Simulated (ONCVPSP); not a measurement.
**An ONCV potential for bismuth, from input to tests**

Do these settings give a usable potential? It is generated, then checked for transferability, scattering, ghosts and hardness.

The numbers are computed with ONCVPSP 4.0.1 (LDA (Perdew-Wang 92), scalar-relativistic, spin-unpolarised reference atom).

**1. The design**

The settings as typed:

```
element                 : bismuth (Bi, Z = 83)
type                    : optimised norm-conserving Vanderbilt (ONCV)
frozen core             : [Xe] 4f14
valence charge          : 15
reference configuration : 5d10 6s2 6p3
partial waves           : 6s: rc 2.00 bohr, ncon 5, nbas 9, qcut 2.7 1/bohr, 2 projectors, debl 0.5 Ha; 6p: rc 2.15 bohr, ncon 4, nbas 8, qcut 3.3 1/bohr, 2 projectors, debl 1.3 Ha; 5d: rc 1.10 bohr, ncon 4, nbas 7, qcut 7.8 1/bohr, 3 projectors, debl 0.8 Ha
local potential         : polynomial inside 0.90 bohr (lpopt 5, dvloc0 3 Ha)
core correction         : Teter function, fcfact 1.5, rcfact 1.2
```

An earlier all-electron run gives the scale for the radii.

All-electron outer shells of the reference configuration (LDA (PZ), scalar-relativistic, ld1.x):

| shell | level (eV) | outermost node (bohr) | outermost maximum (bohr) |
| --- | --- | --- | --- |
| 4f | -152.95 | – | 0.34 |
| 5p | -95.96 | 0.48 | 0.86 |
| 5d | -27.18 | 0.51 | 1.03 |
| 6s | -14.76 | 0.98 | 1.86 |
| 6p | -4.77 | 1.14 | 2.44 |

**2. Generating the potential**

The input, Bi.dat:

```
# ATOM AND REFERENCE CONFIGURATION
# atsym  z   nc   nv     iexc    psfile
  Bi 83.00   12    3  -001012      upf
#
#   n    l    f
    1    0    2.00
    2    0    2.00
    2    1    6.00
    3    0    2.00
    3    1    6.00
    3    2   10.00
    4    0    2.00
    4    1    6.00
    4    2   10.00
    4    3   14.00
    5    0    2.00
    5    1    6.00
    5    2   10.00
    6    0    2.00
    6    1    3.00
#
# PSEUDOPOTENTIAL AND OPTIMIZATION
# lmax
    2
#
#   l,   rc,      ep,       ncon, nbas, qcut
    0    2.00    0.00    5    9    2.70
    1    2.15    0.00    4    8    3.30
    2    1.10    0.00    4    7    7.80
#
# LOCAL POTENTIAL
# lloc, lpopt,  rc(5),   dvloc0
    4    5    0.90    3.00
#
# VANDERBILT-KLEINMAN-BYLANDER PROJECTORs
# l, nproj, debl
    0    2    0.50
    1    2    1.30
    2    3    0.80
#
# MODEL CORE CHARGE
# icmod, fcfact, rcfact
    3    1.50    1.20
#
# LOG DERIVATIVE ANALYSIS
# epsh1, epsh2, depsh
   -2.00    5.00    0.02
#
# OUTPUT GRID
# rlmax, drl
    6.00    0.01
#
# TEST CONFIGURATIONS
# ncnf
    4
# nvcnf
#   n    l    f
    3
    5    2   10.00
    6    0    2.00
    6    1    2.00
#
    3
    5    2   10.00
    6    0    2.00
    6    1    1.00
#
    3
    5    2   10.00
    6    0    2.00
    6    1    0.00
#
    3
    5    2   10.00
    6    0    2.00
    6    1    2.50
#
```

Started as:

```console
$ oncvpsp.x < Bi.dat > Bi.out
```

Before running it: what results should come out? Wanted: cutoffs for 1 and 0.1 mHa per electron, occupied waves; bound ghosts; GHOST(+) flags; largest test error; largest phase difference near zero energy, channels read; rms error of d²Exc/dn², without and with the model core; projector energies reset by the program.

**Answer**, as computed:

| quantity | value |
| --- | --- |
| cutoffs for 1 and 0.1 mHa per electron, occupied waves | 40 Ha and 111 Ha |
| bound ghosts | s at -372.85 eV, p at -161.49 eV, d at -345.66 eV |
| GHOST(+) flags | s at 55 eV |
| largest test error (AE − PS) | -22 meV, for 5d10 6s2 6p0 |
| largest phase difference near zero energy, channels read | 0.000 rad |
| rms error of d²Exc/dn², without and with the model core | 4.32 and 3.24 mHa |
| projector energies reset by the program | s: -0.542, 0.250 Ha; d: -0.999, 0.250, 1.050 Ha |

In words: A bound ghost (s, p, d) makes it unfit for use: electrons can fall into a state that the atom doesn't have. By total energies transferability is good: the largest error is 22 meV on 47.4 eV, for 5d10 6s2 6p0. Atomic tests can pass in spite of a ghost, since they solve only for the levels asked. It counts as hard, with 40 Ha needed at the looser tolerance. The tighter tolerance needs 111 Ha, and converged work needs a cutoff nearer that. At the looser tolerance the 6s wave is the slowest; 5d needs 27 Ha. Near zero energy the phases of the channels with partial waves agree within 0.001 rad. The program also flags highly localised states, GHOST(+) (s). All of this concerns the isolated atom, not yet a solid.
